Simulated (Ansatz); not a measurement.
**C2H9GaS: up Jacob's ladder to CCSD(T)**

Aim: compute C2H9GaS with functionals from several rungs and with coupled cluster, and see how far each lands from CCSD(T) at the basis-set limit for the atomisation energy.

Method: functionals in def2-TZVPP, the program's frozen cores in correlated methods; program: Ansatz 0.2.0, Gaussian basis.

Levels to be run: LDA (SPW92), PBE-D4, revPBE-D4, BLYP-D4, r2SCAN-D4, B97M-V, PBE0-D4, B3LYP-D4, r2SCANh-D4, r2SCAN0-D4, HSE06-D4, BHLYP-D4, CAM-B3LYP-D4, LC-ωPBE, ωB97X-V, ωB97M-V, B2PLYP, PBE-QIDH; CCSD(T)/def2-SVP; CCSD(T)/def2-TZVPP; MP2/def2-QZVPP; extrapolation to the limit; RPA on PBE.

### Step 1. The relaxed structure

All runs share one geometry, relaxed beforehand with PBE0-D4 in a triple-zeta def2 set.

SMILES `[CH3][GaH-]([CH3])[SH2+]`, 13 atoms, charge 0, spin multiplicity 1.

Atoms are counted from 1 here; the program's logs count them from 0.

Bond lengths: C1–Ga2 1.986 Å, C1–H5 1.093 Å, C1–H6 1.093 Å, C1–H7 1.094 Å, Ga2–C3 1.984 Å, Ga2–S4 2.661 Å, Ga2–H8 1.585 Å, C3–H9 1.094 Å, C3–H10 1.093 Å, C3–H11 1.092 Å, S4–H12 1.344 Å, S4–H13 1.343 Å. Angles: Ga2–C1–H5 112.3°, Ga2–C1–H6 111.9°, Ga2–C1–H7 109.5°, H5–C1–H6 108.6°, H5–C1–H7 107.1°, H6–C1–H7 107.2°, C1–Ga2–C3 119.3°, C1–Ga2–S4 98.1°, C1–Ga2–H8 118.5°, C3–Ga2–S4 96.9°, C3–Ga2–H8 119.1°, S4–Ga2–H8 92.7°, Ga2–C3–H9 109.4°, Ga2–C3–H10 112.0°, Ga2–C3–H11 112.1°, H9–C3–H10 107.2°, H9–C3–H11 107.3°, H10–C3–H11 108.6° and more.

### Step 2. LDA

This LDA is Slater exchange with PW92 correlation.

Contents of in.yaml:

```yaml
crystal:
  periodic: [false, false, false]
  atoms:
    - {symbol: C, position_ang: [-0.504569, 1.600537, -0.566335]}
    - {symbol: Ga, position_ang: [-0.160222, -0.353161, -0.669572]}
    - {symbol: C, position_ang: [1.673158, -1.033325, -0.336092]}
    - {symbol: S, position_ang: [-1.188454, -1.039933, 1.686637]}
    - {symbol: H, position_ang: [-1.566708, 1.829677, -0.451918]}
    - {symbol: H, position_ang: [0.043566, 2.067777, 0.256066]}
    - {symbol: H, position_ang: [-0.169383, 2.079975, -1.491309]}
    - {symbol: H, position_ang: [-1.187050, -1.260914, -1.465178]}
    - {symbol: H, position_ang: [2.278554, -0.903163, -1.238317]}
    - {symbol: H, position_ang: [2.171967, -0.488324, 0.469342]}
    - {symbol: H, position_ang: [1.678365, -2.097800, -0.092273]}
    - {symbol: H, position_ang: [-0.685249, -0.021611, 2.404299]}
    - {symbol: H, position_ang: [-2.363574, -0.414434, 1.509449]}
basis:
  gaussian: {orbitals: def2-TZVPP}
hamiltonian: {xc: lda}
output: {orbitals: {seedname: orbitals}}
```

The runs that follow: PBE-D4 (GGA); revPBE-D4 (GGA); BLYP-D4 (GGA); r2SCAN-D4 (meta-GGA); B97M-V (meta-GGA); PBE0-D4 (hybrid); B3LYP-D4 (hybrid); r2SCANh-D4 (hybrid); r2SCAN0-D4 (hybrid); HSE06-D4 (hybrid); BHLYP-D4 (hybrid); CAM-B3LYP-D4 (range-separated); LC-ωPBE-D4 (range-separated); ωB97X-V (range-separated); ωB97M-V (range-separated); B2PLYP (double hybrid); PBE-QIDH (double hybrid); CCSD(T) in def2-SVP; CCSD(T) in def2-TZVPP; MP2 in def2-QZVPP; RPA on PBE orbitals.

Q: Predict the results of all the runs planned. Wanted: atomisation energy, CCSD(T)/CBS; farthest beyond LDA; mean size of error, GGA; mean size of error, meta-GGA; mean size of error, hybrid; mean size of error, range-separated; mean size of error, double hybrid; gap, smallest and largest; T1 diagnostic.

As calculated:

| quantity | value |
| --- | --- |
| atomisation energy, CCSD(T)/CBS | 4181.6 kJ/mol |
| functionals within 41.8 kJ/mol (1.0 %) | PBE-D4, r2SCAN-D4, B97M-V, PBE0-D4, B3LYP-D4, r2SCANh-D4, r2SCAN0-D4, HSE06-D4, CAM-B3LYP-D4, ωB97X-V, ωB97M-V, PBE-QIDH |
| farthest beyond LDA | BHLYP-D4 (-96.5 kJ/mol) |
| mean size of error, GGA | 47.3 kJ/mol |
| mean size of error, meta-GGA | 3.1 kJ/mol |
| mean size of error, hybrid | 37.2 kJ/mol |
| mean size of error, range-separated | 16.2 kJ/mol |
| mean size of error, double hybrid | 52.1 kJ/mol |
| gap, smallest and largest | 4.61 eV (BLYP-D4), 12.01 eV (LC-ωPBE) |
| T1 diagnostic | 0.0111 |
| triples share of the correlation energy | 3.8 % |

In words: The LDA atomisation energy is off by 502.9 kJ/mol (12 %): it overbinds. PBE-D4 misses by +4.7 kJ/mol. Double hybrids carry the basis error of their MP2 part in triple zeta, and no dispersion term here, so their miss is partly the set-up's. The rungs meta-GGA, range-separated, hybrid miss on average by less than the doubt on the reference (41.8 kJ/mol), so they tie. Misses under about 41.8 kJ/mol are within the doubt on the reference itself, which lacks core-valence correlation, relativity and higher excitations, and its outer-core shells are covered unevenly. Hartree-Fock recovers 74 % of the binding; the rest is correlation. CCSD(T) in def2-SVP is off by -211.9 kJ/mol, worse than the median functional, from the basis alone. Orbital gaps span 4.6 to 12.0 eV; exact exchange widens them. Correlated methods include outer-core shells of Ga, which these sets cover unevenly.
